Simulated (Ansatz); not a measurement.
# Cl₂H₂O₂Si₂: one species, many methods

How much do the methods differ for Cl₂H₂O₂Si₂? The plan is to run it at one geometry with functionals of several rungs and with coupled cluster. The yardstick is the atomisation energy at the CCSD(T) limit.

The runs use Ansatz 0.2.0, Gaussian basis; functionals in def2-TZVPP, the program's frozen cores in correlated methods.

The runs, in order: LDA (SPW92), PBE-D4, revPBE-D4, BLYP-D4, r2SCAN-D4, B97M-V, PBE0-D4, B3LYP-D4, r2SCANh-D4, r2SCAN0-D4, HSE06-D4, BHLYP-D4, CAM-B3LYP-D4, LC-ωPBE, ωB97X-V, ωB97M-V, B2PLYP, PBE-QIDH; CCSD(T)/def2-SVP; CCSD(T)/def2-TZVPP; MP2/def2-QZVPP; extrapolation to the limit; RPA on PBE.

## Step 1: Structure used throughout

The geometry comes from an earlier relaxation with PBE0-D4 in a triple-zeta def2 set; it is a stationary point, not always the lowest conformer.

8 atoms, charge 0, spin multiplicity 1.

Atoms are counted from 1 here; the program's logs count them from 0.

Bond lengths: Cl1–Si2 2.022 Å, Si2–O3 1.666 Å, Si2–O6 1.666 Å, Si2–H7 1.468 Å, O3–Si4 1.666 Å, Si4–Cl5 2.022 Å, Si4–O6 1.666 Å, Si4–H8 1.468 Å. Angles: Cl1–Si2–O3 113.9°, Cl1–Si2–O6 113.9°, Cl1–Si2–H7 108.6°, O3–Si2–O6 90.1°, O3–Si2–H7 114.8°, O6–Si2–H7 114.8°, Si2–O3–Si4 89.9°, O3–Si4–Cl5 113.9°, O3–Si4–O6 90.1°, O3–Si4–H8 114.8° and more.

## Step 2: LDA

This LDA is Slater exchange with PW92 correlation.

Input file in.yaml:

```yaml
crystal:
  periodic: [false, false, false]
  atoms:
    - {symbol: Cl, position_ang: [1.586249, -2.103088, 0.925748]}
    - {symbol: Si, position_ang: [0.927169, -0.204513, 0.705694]}
    - {symbol: O, position_ang: [0.746864, 0.267111, -0.882457]}
    - {symbol: Si, position_ang: [-0.893809, 0.433563, -0.642342]}
    - {symbol: Cl, position_ang: [-2.015003, -0.841195, -1.740207]}
    - {symbol: O, position_ang: [-0.711907, -0.027084, 0.948846]}
    - {symbol: H, position_ang: [1.769785, 0.680612, 1.519091]}
    - {symbol: H, position_ang: [-1.409348, 1.794593, -0.834372]}
basis:
  gaussian: {orbitals: def2-TZVPP}
hamiltonian: {xc: lda}
output: {orbitals: {seedname: orbitals}}
```

Launch:

```sh
$ ansatz run in.yaml --threads 4 --pin off --events-out ev --progress --plain --max-ram 10444MiB
```

Further steps of the session: PBE-D4 (GGA); revPBE-D4 (GGA); BLYP-D4 (GGA); r2SCAN-D4 (meta-GGA); B97M-V (meta-GGA); B3LYP-D4 (hybrid); r2SCANh-D4 (hybrid); r2SCAN0-D4 (hybrid); HSE06-D4 (hybrid); BHLYP-D4 (hybrid); CAM-B3LYP-D4 (range-separated); LC-ωPBE (range-separated); ωB97X-V (range-separated); ωB97M-V (range-separated); B2PLYP (double hybrid); PBE-QIDH (double hybrid); CCSD(T) in def2-SVP; CCSD(T) in def2-TZVPP; MP2 in def2-QZVPP; RPA on PBE orbitals.

Before running them: what should the planned runs give, taken together? Wanted: atomisation energy, CCSD(T)/CBS; farthest beyond LDA; mean size of error, GGA; mean size of error, meta-GGA; mean size of error, hybrid; mean size of error, range-separated; mean size of error, double hybrid; gap, smallest and largest; T1 diagnostic.

As calculated:

```
                               quantity                                        value
        atomisation energy, CCSD(T)/CBS                                3204.5 kJ/mol
 functionals within 16.0 kJ/mol (0.5 %)  PBE-D4, r2SCAN-D4, B97M-V, ωB97X-V, ωB97M-V
                    farthest beyond LDA                     BHLYP-D4 (-155.9 kJ/mol)
                mean size of error, GGA                                  55.0 kJ/mol
           mean size of error, meta-GGA                                   4.1 kJ/mol
             mean size of error, hybrid                                  71.0 kJ/mol
    mean size of error, range-separated                                  22.4 kJ/mol
      mean size of error, double hybrid                                  58.5 kJ/mol
              gap, smallest and largest    6.63 eV (LDA (SPW92)), 14.21 eV (LC-ωPBE)
                          T1 diagnostic                                       0.0117
triples share of the correlation energy                                        4.0 %
```

LDA overbinds by 440.3 kJ/mol (14 %). PBE-D4 misses by +5.6 kJ/mol. Double hybrids carry the basis error of their MP2 part in triple zeta, and no dispersion term here, so their miss is partly the set-up's. By mean error the best rung here is meta-GGA (4.1 kJ/mol) and the worst beyond LDA is hybrid (71.0 kJ/mol). The mean of the hybrids holds BHLYP, with half exact exchange. The reference freezes the cores and leaves out relativity and excitations past (T), so misses under about 16.0 kJ/mol can't be ranked. Hartree-Fock recovers 72 % of the binding; the rest is correlation. CCSD(T) in def2-SVP is off by -347.8 kJ/mol, more than most functionals: a good method in a small basis is no reference. The gap grows from 6.6 to 14.2 eV across the functionals, mostly with the share of exact exchange.
